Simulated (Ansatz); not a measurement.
This script makes the interaction energy of a dimer with the counterpoise correction of BClH4Si, SMILES B[SiH2]Cl with Ansatz 0.2.0, Python API.

`bclh4si_dimer.py`:
```python
# -*- coding: utf-8 -*-
import ansatz as az

BASIS = "cc-pVDZ"
XC = "pbe0"
VDW = "d3bj"

FIRST = [
    ("B", (-1.0524, -0.0348, -0.4998)),
    ("Si", (0.5476, -0.1268, 0.4949)),
    ("Cl", (1.7095, 1.5559, 0.0964)),
    ("H", (-1.3816, -0.9335, -1.1136)),
    ("H", (-1.3671, 1.0499, -1.0055)),
    ("H", (0.2443, -0.1729, 1.931)),
    ("H", (1.2994, -1.338, 0.0963)),
]
SECOND = [
    ("B", (3.1916, -1.0306, 3.9416)),
    ("Si", (2.6779, -1.2358, 5.7449)),
    ("Cl", (0.7653, -0.4551, 6.0142)),
    ("H", (4.2051, -0.5769, 3.6971)),
    ("H", (2.3164, -0.7601, 3.1096)),
    ("H", (2.672, -2.659, 6.1067)),
    ("H", (3.6268, -0.4971, 6.6082)),
]

def energy(atoms, ghosts=()):
    molecule = az.Crystal.molecule()
    for symbol, xyz in atoms:
        molecule = molecule.atom(symbol, xyz)
    calc = (
        molecule.calculation()
        .basis(gaussian=BASIS)
        .functional(XC, dispersion=VDW)
    )
    deck = calc.input()
    if ghosts:
        deck = deck.set(az.key.basis.gaussian.ghost_atoms, [{"symbol": s, "position_ang": list(xyz)} for s, xyz in ghosts])
    return az.Session.from_dict(deck).plan().execute().report["free_energy_ev"]

both = energy(FIRST + SECOND)
alone = energy(FIRST) + energy(SECOND)
ghosted = energy(FIRST, SECOND) + energy(SECOND, FIRST)
print(f"dimer {both:.6f} eV")
print(f"interaction, uncorrected   {96.485332 * (both - alone):8.3f} kJ/mol")
print(f"interaction, counterpoise  {96.485332 * (both - ghosted):8.3f} kJ/mol")
print(f"basis-set superposition    {96.485332 * (alone - ghosted):8.3f} kJ/mol")
```

How large is the interaction at this pose, and how much of it is basis-set superposition?

Uncorrected it is -4.560 kJ/mol, with the counterpoise correction -3.819 kJ/mol; the difference, 0.74 kJ/mol, is the superposition error.

The output:

```console
$ python bclh4si_dimer.py
dimer -42265.774644 eV
interaction, uncorrected     -4.560 kJ/mol
interaction, counterpoise    -3.819 kJ/mol
basis-set superposition       0.741 kJ/mol
```

Caveats:
- Total energies depend on the basis set; only differences at equal settings carry meaning.
- The dimer is a generated trial pose of unrelaxed monomers, not a minimum, so the figure is no binding energy, and the basis set is small.
- It ran for 22 s on 1 thread of Arm Neoverse V1, with other jobs on the host, peak memory 0.4 GiB.

(A comment or docstring line of the script was reworded after the run, the code is as it ran; lines on the test bed's own set-up are left out of the output.)
